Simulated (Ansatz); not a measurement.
**C2H6Cl2Si (dichlorodimethylsilane): wB97X/def2-SVP**

Aim: the energy change on altering one bond length of C2H6Cl2Si (dichlorodimethylsilane) at wB97X/def2-SVP, from 2 runs. 

The calculation is run with Ansatz 0.2.0.

81 further runs of the same task are left out: 81 set aside as unsound or not needed.

## (1) The molecule

C2H6Cl2Si has 11 atoms, charge 0, and is taken as a singlet. SMILES: `C[Si](C)(Cl)Cl`. Geometry: relaxed at PBE0-D4/def2-TZVP.

Bond lengths: C1–Si2 1.851 Å, Si2–C3 1.851 Å, Si2–Cl4 2.058 Å, Si2–Cl5 2.058 Å, C1–H6 1.093 Å, C1–H7 1.091 Å, C1–H8 1.093 Å, C3–H9 1.093 Å, C3–H10 1.091 Å, C3–H11 1.093 Å. Some angles: C1–Si2–C3 114.5°, C1–Si2–Cl4 108.6°, C1–Si2–Cl5 108.6°, C3–Si2–Cl4 108.6°, C3–Si2–Cl5 108.6°, Cl4–Si2–Cl5 107.7°, Si2–C1–H6 110.3°, Si2–C1–H7 110.5°, Si2–C1–H8 110.3°, Si2–C3–H9 110.3°.

## (2) The energy at wB97X/def2-SVP

File in.yaml:

```yaml
basis:
  gaussian:
    orbitals: def2-SVP
crystal:
  periodic: [false, false, false]
  atoms:
    - {symbol: C, position_ang: [-1.474780, 0.260330, 0.569630]}
    - {symbol: Si, position_ang: [0.049440, 0.400780, -0.470390]}
    - {symbol: C, position_ang: [1.413930, -0.753620, 0.009340]}
    - {symbol: Cl, position_ang: [-0.457830, 0.039560, -2.432040]}
    - {symbol: Cl, position_ang: [0.750400, 2.332220, -0.351670]}
    - {symbol: H, position_ang: [-1.240880, 0.476080, 1.614990]}
    - {symbol: H, position_ang: [-2.234960, 0.966850, 0.231850]}
    - {symbol: H, position_ang: [-1.886320, -0.749770, 0.503510]}
    - {symbol: H, position_ang: [1.724400, -0.565080, 1.039920]}
    - {symbol: H, position_ang: [2.278000, -0.616910, -0.643230]}
    - {symbol: H, position_ang: [1.078600, -1.790430, -0.071900]}
accuracy: high
total_charge: 0
hamiltonian:
  xc: {name: wB97X}
output:
  orbitals: {seedname: orbitals}
```

Run with:

```bash
$ ansatz run in.yaml --threads 1 --pin off --max-ram 3480MiB --events-out events.jsonl --progress --plain --runs-dir runs
```

The log of the run:

```text
Warning: RAYON_NUM_THREADS=1 ignored (pool sized by the plan → 1); use --threads N
Functional definition: wB97X
  name "wB97X"
  parameter omega = 0.3/bohr
  parameter cx = 0.157706
  parameter cx1 = 0.726479
  parameter cx2 = 1.04760
  parameter cx3 = -5.70635
  parameter cx4 = 13.2794
  parameter css1 = -4.33879
  parameter css2 = 18.2308
  parameter css3 = -31.7430
  parameter css4 = 17.2901
  parameter cos1 = 2.37031
  parameter cos2 = -11.3995
  parameter cos3 = 6.58405
  parameter cos4 = -3.78132
  exchange = spin_sum(e_x_unif_sr(omega)*poly(b97_u_x, 1 - cx, cx1, cx2, cx3, cx4)) + cx*exact_x_sr(omega)
      + exact_x_lr(omega)
  correlation = spin_sum(e_c_pw_same_spin*poly(b97_u_same, 1, css1, css2, css3, css4))
      + integral(e_c_pw_opposite_spin*poly(b97_u_opposite, 1, cos1, cos2, cos3, cos4))
2521 factors; integrals over basis functions are off by at most 7.6e-9 eV
440 factors; integrals over basis functions are off by at most 2.5e-9 eV
mean field evaluation 1: about -35082.4414 eV, gradient 3.8e1 eV
mean field evaluation 2: about -35084.4966 eV, gradient 2.5e1 eV
mean field evaluation 4: about -35085.9294 eV, gradient 5.2e-1 eV
mean field evaluation 8: about -35086.0821 eV, gradient 7.4e-3 eV
mean field evaluation 16: about -35086.0821 eV, gradient 2.5e-6 eV
mean field -35086.08205801 eV, -1289.3897334313 hartree, gradient 7.8e-8 eV, S^2 0.000000; 0 other end points of the search recorded, 0 dependent functions left out
reference -35086.08205516 eV, -1289.3897333266 hartree; 33, 33 occupied and 79, 79 virtual orbitals, 2521 factors
Total energy: -35086.08205516 eV, -1289.3897333266 hartree
```

It took 52 s on 1 thread of Arm Neoverse V1, shared host; peak memory 0.76 GiB.

## (3) The distorted shape at the same level

File molecule.yaml:

```yaml
crystal:
  periodic: [false, false, false]
  atoms:
    - {symbol: C, position_ang: [-1.825262, -0.705394, 0.510270]}
    - {symbol: Si, position_ang: [-0.301042, -0.564944, -0.529750]}
    - {symbol: C, position_ang: [1.063448, -1.719344, -0.050020]}
    - {symbol: Cl, position_ang: [-0.808312, -0.926164, -2.491400]}
    - {symbol: Cl, position_ang: [0.750400, 2.332220, -0.351670]}
    - {symbol: H, position_ang: [-1.591362, -0.489644, 1.555630]}
    - {symbol: H, position_ang: [-2.585442, 0.001126, 0.172490]}
    - {symbol: H, position_ang: [-2.236802, -1.715494, 0.444150]}
    - {symbol: H, position_ang: [1.373918, -1.530804, 0.980560]}
    - {symbol: H, position_ang: [1.927518, -1.582634, -0.702590]}
    - {symbol: H, position_ang: [0.728118, -2.756154, -0.131260]}
basis:
  gaussian:
    orbitals: def2-SVP
hamiltonian:
  xc: {name: wB97X}
accuracy: high
output:
  orbitals: {seedname: orbitals}
```

Run with:

```bash
$ ansatz run molecule.yaml --threads 1 --pin off --max-ram 3480MiB --events-out events.jsonl --progress --plain --runs-dir runs
```

The log of the run:

```text
Warning: RAYON_NUM_THREADS=1 ignored (pool sized by the plan → 1); use --threads N
Functional definition: wB97X
  name "wB97X"
  parameter omega = 0.3/bohr
  parameter cx = 0.157706
  parameter cx1 = 0.726479
  parameter cx2 = 1.04760
  parameter cx3 = -5.70635
  parameter cx4 = 13.2794
  parameter css1 = -4.33879
  parameter css2 = 18.2308
  parameter css3 = -31.7430
  parameter css4 = 17.2901
  parameter cos1 = 2.37031
  parameter cos2 = -11.3995
  parameter cos3 = 6.58405
  parameter cos4 = -3.78132
  exchange = spin_sum(e_x_unif_sr(omega)*poly(b97_u_x, 1 - cx, cx1, cx2, cx3, cx4)) + cx*exact_x_sr(omega)
      + exact_x_lr(omega)
  correlation = spin_sum(e_c_pw_same_spin*poly(b97_u_same, 1, css1, css2, css3, css4))
      + integral(e_c_pw_opposite_spin*poly(b97_u_opposite, 1, cos1, cos2, cos3, cos4))
2477 factors; integrals over basis functions are off by at most 9.2e-9 eV
458 factors; integrals over basis functions are off by at most 2.4e-9 eV
mean field evaluation 1: about -35078.4908 eV, gradient 4.0e1 eV
mean field evaluation 2: about -35080.7494 eV, gradient 3.1e1 eV
mean field evaluation 4: about -35083.0767 eV, gradient 1.5e0 eV
mean field evaluation 8: about -35083.2188 eV, gradient 4.6e-2 eV
mean field evaluation 16: about -35083.2188 eV, gradient 4.7e-5 eV
mean field -35083.21876314 eV, -1289.2845092855 hartree, gradient 2.6e-8 eV, S^2 0.000000; 0 other end points of the search recorded, 0 dependent functions left out
reference -35083.21876016 eV, -1289.2845091760 hartree; 33, 33 occupied and 79, 79 virtual orbitals, 2477 factors
Total energy: -35083.21876016 eV, -1289.2845091760 hartree
```

Wall time 53 s (1 thread of Arm Neoverse V1, shared host); peak memory 0.75 GiB.

## (4) What came out

At wB97X/def2-SVP:

| quantity | value |
| --- | --- |
| first shape: total energy | -1289.38973 Eh |
| first shape: HOMO energy | -10.91 eV |
| first shape: LUMO energy | 3.55 eV |
| first shape: HOMO–LUMO gap | 14.46 eV |
| distorted shape: total energy | -1289.28451 Eh |
| distorted shape: HOMO energy | -9.24 eV |
| distorted shape: LUMO energy | -1.02 eV |
| distorted shape: HOMO–LUMO gap | 8.22 eV |
| energy change with the Si2–Cl5 bond stretched from 2.058 to 3.087 Å | 2.863 eV |

**Reading.** With the Si2–Cl5 bond stretched from 2.058 to 3.087 Å the energy rises by 2.86 eV (66 kcal/mol). The first shape isn't relaxed at this level, so the change isn't measured from a minimum.
